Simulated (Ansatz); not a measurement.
# AlH6N2P: the cost of one run

Program: Ansatz 0.2.0. Level of theory: RKS B3LYP-D4/6-31G. These are calculated values, not measurements.

1 further run of the same task is left out (it didn't finish).

## (1) The system as given

Bond lengths: N1–Al2 1.867 Å, Al2–N3 1.888 Å, N3–P4 1.830 Å, N1–H5 1.039 Å, N1–H6 1.108 Å, Al2–H7 1.570 Å, N3–H8 1.021 Å, P4–H9 1.482 Å, P4–H10 1.387 Å. Angles: N1–Al2–N3 118.9°, N1–Al2–H7 121.8°, N3–Al2–H7 119.3°, Al2–N1–H5 109.0°, Al2–N1–H6 107.7°, H5–N1–H6 101.8°, Al2–N3–P4 109.2°, Al2–N3–H8 111.5°, P4–N3–H8 107.8°, N3–P4–H9 92.5°, N3–P4–H10 96.6°, H9–P4–H10 95.4°.

As a file:

```xyz
10

N    -0.8020    2.2689    0.1813
Al   -0.7081    0.4182   -0.0443
N     0.9285   -0.3537   -0.5832
P     1.4999   -1.5153    0.7096
H    -1.1695    2.4762    1.1310
H    -1.6190    2.6462   -0.4645
H    -1.9433   -0.5116    0.2304
H     0.8267   -0.8794   -1.4527
H     0.5151   -2.5481    0.3088
H     2.5549   -2.0527   -0.0134
```

## (2) Relaxing end A

The input, input.yaml:

```yaml
crystal:
  periodic: [false, false, false]
  atoms:
    - { symbol: "N", position_ang: [-0.802, 2.2689, 0.1813] }
    - { symbol: Al, position_ang: [-0.7081, 0.4182, -0.0443] }
    - { symbol: "N", position_ang: [0.9285, -0.3537, -0.5832] }
    - { symbol: P, position_ang: [1.4999, -1.5153, 0.7096] }
    - { symbol: H, position_ang: [-1.1695, 2.4762, 1.131] }
    - { symbol: H, position_ang: [-1.619, 2.6462, -0.4645] }
    - { symbol: H, position_ang: [-1.9433, -0.5116, 0.2304] }
    - { symbol: H, position_ang: [0.8267, -0.8794, -1.4527] }
    - { symbol: H, position_ang: [0.5151, -2.5481, 0.3088] }
    - { symbol: H, position_ang: [2.5549, -2.0527, -0.0134] }
basis:
  gaussian: { orbitals: "6-31G" }
hamiltonian:
  xc: b3lyp
  dispersion: d4
relax:
  f_tol: 0.015
  max_steps: 40
```

Started as:

```bash
$ ansatz run input.yaml --threads 1 --pin off --max-ram 2048MiB --backend cpu --events-out ev --progress --plain --runs-dir out
```

**Question.** How long does this run take on 1 thread of Arm Neoverse V2, shared host, and how much memory does it need?

About 44 s, with a peak of 0.13 GiB.
